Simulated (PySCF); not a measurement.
# CH5AsSi (SMILES C1[SiH2][AsH]1): CCSD(T)/def2-SVP

Aim: the energy change on altering one bond length of CH5AsSi at CCSD(T)/def2-SVP, from 2 runs. Input form: a Python script.

Program for the calculation: PySCF 2.14.0.

1 further run of the same task is left out (set aside as unsound or not needed).

**1. The structure to begin with**

CH5AsSi has 8 atoms, charge 0, and is taken as a singlet. SMILES: `C1[SiH2][AsH]1`. The shape is that of a PBE0-D4/def2-TZVP optimisation.

Bond lengths: C1–Si2 1.843 Å, C1–As3 2.046 Å, Si2–As3 2.317 Å, C1–H4 1.084 Å, C1–H5 1.086 Å, Si2–H6 1.480 Å, Si2–H7 1.479 Å, As3–H8 1.526 Å. Some angles: C1–Si2–As3 57.6°, Si2–C1–As3 72.9°, C1–As3–Si2 49.5°, C1–Si2–H6 117.5°, C1–Si2–H7 118.2°, As3–Si2–H6 118.8°, As3–Si2–H7 119.8°, Si2–C1–H4 121.0°, Si2–C1–H5 118.1°, As3–C1–H4 114.8°.

**2. A single-point energy at CCSD(T)/def2-SVP**

run.py reads:

```python
from pyscf import gto, scf, cc

mol = gto.M(
    atom='''
C     -0.770300     0.017900    -0.576000
Si     0.707800     0.663100     0.315700
As    -0.538100    -1.122700     1.107200
H     -0.667200    -0.524000    -1.509300
H     -1.690700     0.591800    -0.522300
H      0.581300     1.973900     0.990500
H      2.040800     0.422300    -0.277100
H      0.428400    -2.079400     0.415600
''',
    basis='def2-svp',
    max_memory=1860,
    verbose=3,
    charge=0,
)

mf = scf.RHF(mol)
mf.conv_tol = 1e-10
mf.kernel()
if not mf.converged:
    mf = mf.newton().run(mf.mo_coeff, mf.mo_occ)

mycc = cc.CCSD(mf, frozen=15)
mycc.kernel()
e_t = mycc.ccsd_t()
energy = mycc.e_tot + e_t
print('Final energy', energy)
```

Launch:

```console
$ OMP_NUM_THREADS=1 python run.py
```

Standard output:

```text
converged SCF energy = -2563.47862908405
E(CCSD) = -2563.989052367217  E_corr = -0.5104232831640627
CCSD(T) correction = -0.0170980215322261
Final energy -2564.0061503887487
```

Run time: 23 s. Hardware: 1 thread of Intel Xeon at 2.70GHz, shared host; peak memory 0.41 GiB.

**3. The distorted shape**

run.py reads:

```python
from pyscf import gto, cc

mol = gto.M(
    atom=[
    ('C', (-1.836703, 0.210541, -0.101759)),
    ('Si', (-0.358603, 0.855741, 0.789941)),
    ('As', (-1.604503, -0.930059, 1.581441)),
    ('H', (-1.733603, -0.331359, -1.035059)),
    ('H', (-2.757103, 0.784441, -0.048059)),
    ('H', (-0.485103, 2.166541, 1.464741)),
    ('H', (2.040800, 0.422300, -0.277100)),
    ('H', (-0.638003, -1.886759, 0.889841)),
],
    max_memory=1860,
    spin=0,
    basis='def2-svp',
    verbose=4,
)

calc0 = mol.RHF()
calc0.conv_tol = 1e-10
calc0.kernel()
if not calc0.converged:
    calc0 = calc0.newton().run(calc0.mo_coeff, calc0.mo_occ)

mycc = cc.CCSD(calc0, frozen=15)
mycc.kernel()
e_t = mycc.ccsd_t()
energy = mycc.e_tot + e_t
print('E(%s) = %.9f' % ('CCSD(T)', energy))
```

Launch:

```console
$ OMP_NUM_THREADS=1 python run.py
```

Standard output:

```text
PySCF version 2.14.0

[INPUT] num. atoms = 8
[INPUT] num. electrons = 58
[INPUT] charge = 0
[INPUT] spin (= nelec alpha-beta = 2S) = 0
[INPUT] symmetry False subgroup None
[INPUT] Mole.unit = angstrom
[INPUT] Symbol           X                Y                Z      unit          X                Y                Z       unit  Magmom
[INPUT]  1 C     -1.836703000000   0.210541000000  -0.101759000000 AA   -3.470865642167   0.397864827992  -0.192296640710 Bohr   0.0
[INPUT]  2 Si    -0.358603000000   0.855741000000   0.789941000000 AA   -0.677661457447   1.617116123561   1.492772144565 Bohr   0.0
[INPUT]  3 As    -1.604503000000  -0.930059000000   1.581441000000 AA   -3.032071236043  -1.757556789687   2.988490372158 Bohr   0.0
[INPUT]  4 H     -1.733603000000  -0.331359000000  -1.035059000000 AA   -3.276034878724  -0.626177758910  -1.955978032766 Bohr   0.0
[INPUT]  5 H     -2.757103000000   0.784441000000  -0.048059000000 AA   -5.210169567217   1.482378650880  -0.090818347820 Bohr   0.0
[INPUT]  6 H     -0.485103000000   2.166541000000   1.464741000000 AA   -0.916711812205   4.094169127641   2.767959333422 Bohr   0.0
[INPUT]  7 H      2.040800000000   0.422300000000  -0.277100000000 AA    3.856553075012   0.798031342404  -0.523643109117 Bohr   0.0
[INPUT]  8 H     -0.638003000000  -1.886759000000   0.889841000000 AA   -1.205650936651  -3.565457773058   1.681555784409 Bohr   0.0

nuclear repulsion = 241.661211186082
number of shells = 41
number of NR pGTOs = 169
number of NR cGTOs = 89
basis = def2-svp
ecp = {}

******** <class 'pyscf.scf.hf.RHF'> ********
method = RHF
initial guess = minao
damping factor = 0
level_shift factor = 0
DIIS = <class 'pyscf.scf.diis.CDIIS'>
diis_start_cycle = 1
diis_space = 8
diis_damp = 0
SCF conv_tol = 1e-10
SCF conv_tol_grad = None
SCF max_cycles = 50
direct_scf = True
direct_scf_tol = 1e-13
Set gradient conv threshold to 1e-05
Initial guess from minao.
init E= -2562.66394628752
  HOMO = -0.232010799641685  LUMO = -0.0764501577842096  gap/eV = 4.23302
cycle= 1 E= -2563.29299582911  delta_E= -0.629  |g|= 0.289  |ddm|= 2.68
  HOMO = -0.333955381491025  LUMO = -0.0240507586574923  gap/eV = 8.43293
cycle= 2 E= -2563.33025973655  delta_E= -0.0373  |g|= 0.123  |ddm|= 0.516
  HOMO = -0.325564958881878  LUMO = 0.00160311095786358  gap/eV = 8.90270
cycle= 3 E= -2563.33630470819  delta_E= -0.00604  |g|= 0.0473  |ddm|= 0.224
  HOMO = -0.329609098676255  LUMO = 0.00117584945447113  gap/eV = 9.00112
cycle= 4 E= -2563.33742363955  delta_E= -0.00112  |g|= 0.0104  |ddm|= 0.0863
  HOMO = -0.330144060566281  LUMO = 0.00124300635746755  gap/eV = 9.01750
cycle= 5 E= -2563.33748277008  delta_E= -5.91e-05  |g|= 0.00331  |ddm|= 0.0234
  HOMO = -0.329941212545186  LUMO = 0.00179014252873211  gap/eV = 9.02687
cycle= 6 E= -2563.33749341743  delta_E= -1.06e-05  |g|= 0.00109  |ddm|= 0.011
  HOMO = -0.330025955602943  LUMO = 0.00185193054325605  gap/eV = 9.03086
cycle= 7 E= -2563.33749505518  delta_E= -1.64e-06  |g|= 0.000271  |ddm|= 0.00545
  HOMO = -0.330015579487137  LUMO = 0.00187402851694385  gap/eV = 9.03118
cycle= 8 E= -2563.33749515759  delta_E= -1.02e-07  |g|= 7.1e-05  |ddm|= 0.00137
  HOMO = -0.330006884803741  LUMO = 0.00187946020719609  gap/eV = 9.03109
cycle= 9 E= -2563.33749516403  delta_E= -6.45e-09  |g|= 2.46e-05  |ddm|= 0.000321
  HOMO = -0.330006367145968  LUMO = 0.00187743693904041  gap/eV = 9.03102
cycle= 10 E= -2563.33749516468  delta_E= -6.42e-10  |g|= 1.06e-05  |ddm|= 9.28e-05
  HOMO = -0.33000590677167  LUMO = 0.00187749833779804  gap/eV = 9.03101
cycle= 11 E= -2563.33749516479  delta_E= -1.17e-10  |g|= 3.32e-06  |ddm|= 3.62e-05
  HOMO = -0.33000560290257  LUMO = 0.00187757843975067  gap/eV = 9.03100
cycle= 12 E= -2563.33749516481  delta_E= -1.46e-11  |g|= 1.22e-06  |ddm|= 1.35e-05
  HOMO = -0.330005567206302  LUMO = 0.00187759850053393  gap/eV = 9.03100
Extra cycle  E= -2563.33749516481  delta_E= -1.82e-12  |g|= 6.56e-07  |ddm|= 3.19e-06
converged SCF energy = -2563.33749516481

******** <class 'pyscf.cc.ccsd.CCSD'> ********
CC2 = 0
CCSD nocc = 14, nmo = 74
frozen orbitals 15
max_cycle = 50
direct = 0
conv_tol = 1e-07
conv_tol_normt = 1e-05
diis_space = 6
diis_start_cycle = 0
diis_start_energy_diff = 1e+09
Init t2, MP2 energy = -2563.82582754375  E_corr(MP2) -0.488332378941669
Init E_corr(CCSD) = -0.488332378942021
cycle = 1  E_corr(CCSD) = -0.506166216906884  dE = -0.017833838  norm(t1,t2) = 0.0916842
cycle = 2  E_corr(CCSD) = -0.525175904716262  dE = -0.0190096878  norm(t1,t2) = 0.0461033
cycle = 3  E_corr(CCSD) = -0.532744340970901  dE = -0.00756843625  norm(t1,t2) = 0.0260591
cycle = 4  E_corr(CCSD) = -0.535550865480441  dE = -0.00280652451  norm(t1,t2) = 0.00767846
cycle = 5  E_corr(CCSD) = -0.53490281974568  dE = 0.000648045735  norm(t1,t2) = 0.00248809
cycle = 6  E_corr(CCSD) = -0.534814372143068  dE = 8.84476026e-05  norm(t1,t2) = 0.000917555
cycle = 7  E_corr(CCSD) = -0.534875417936835  dE = -6.10457938e-05  norm(t1,t2) = 0.000348298
cycle = 8  E_corr(CCSD) = -0.534888598657709  dE = -1.31807209e-05  norm(t1,t2) = 0.0001599
cycle = 9  E_corr(CCSD) = -0.534882694299615  dE = 5.90435809e-06  norm(t1,t2) = 7.62004e-05
cycle = 10  E_corr(CCSD) = -0.534884639395514  dE = -1.9450959e-06  norm(t1,t2) = 3.51029e-05
cycle = 11  E_corr(CCSD) = -0.534885179808567  dE = -5.40413053e-07  norm(t1,t2) = 1.23766e-05
cycle = 12  E_corr(CCSD) = -0.534885948898112  dE = -7.69089545e-07  norm(t1,t2) = 6.15077e-06
cycle = 13  E_corr(CCSD) = -0.534886033571691  dE = -8.4673579e-08  norm(t1,t2) = 3.37443e-06
CCSD converged
E(CCSD) = -2563.872381198381  E_corr = -0.5348860335716907
CCSD(T) correction = -0.0219638977470176
E(CCSD(T)) = -2563.894345096
```

It took 22 s on 1 thread of Intel Xeon at 2.70GHz, shared host; peak memory 0.43 GiB.

**4. Outcome**

At CCSD(T)/def2-SVP, 15 core orbitals frozen:

```
                                                          quantity           value
                                         first shape: total energy  -2564.00615 Eh
                 first shape: dipole moment (Hartree–Fock density)          1.30 D
                  first shape: HOMO energy (Hartree–Fock orbitals)        -9.05 eV
                  first shape: LUMO energy (Hartree–Fock orbitals)         3.13 eV
                first shape: HOMO–LUMO gap (Hartree–Fock orbitals)        12.18 eV
         first shape: correlation energy (15 core orbitals frozen)      -527.5 mEh
                                       first shape: (T) correction      -17.10 mEh
                                        first shape: T1 diagnostic           0.011
                                     distorted shape: total energy  -2563.89435 Eh
             distorted shape: dipole moment (Hartree–Fock density)          1.85 D
              distorted shape: HOMO energy (Hartree–Fock orbitals)        -8.98 eV
              distorted shape: LUMO energy (Hartree–Fock orbitals)         0.05 eV
            distorted shape: HOMO–LUMO gap (Hartree–Fock orbitals)         9.03 eV
     distorted shape: correlation energy (15 core orbitals frozen)      -556.8 mEh
                                   distorted shape: (T) correction      -21.96 mEh
                                    distorted shape: T1 diagnostic           0.018
energy change with the Si2–H7 bond stretched from 1.479 to 2.662 Å        3.042 eV
```

**Reading.** One bond (distorted shape) is far stretched, which a spin-restricted single reference describes badly; perturbation theory on it can break down and give far too much correlation. With the Si2–H7 bond stretched from 1.479 to 2.662 Å the energy rises by 3.04 eV (294 kJ/mol). The first shape isn't relaxed at this level, so the change isn't measured from a minimum. A restricted reference can't describe the breaking bond well at this length. Mulliken charges (first shape) of the mean-field density run from -0.45 on C1 to +0.55 on Si2; they depend strongly on the basis. The triples (first shape) make up 3.2 % of the correlation energy. Mulliken charges (distorted shape) of the mean-field density run from -0.44 on C1 to +0.47 on Si2. The triples (distorted shape) make up 3.9 % of the correlation energy.
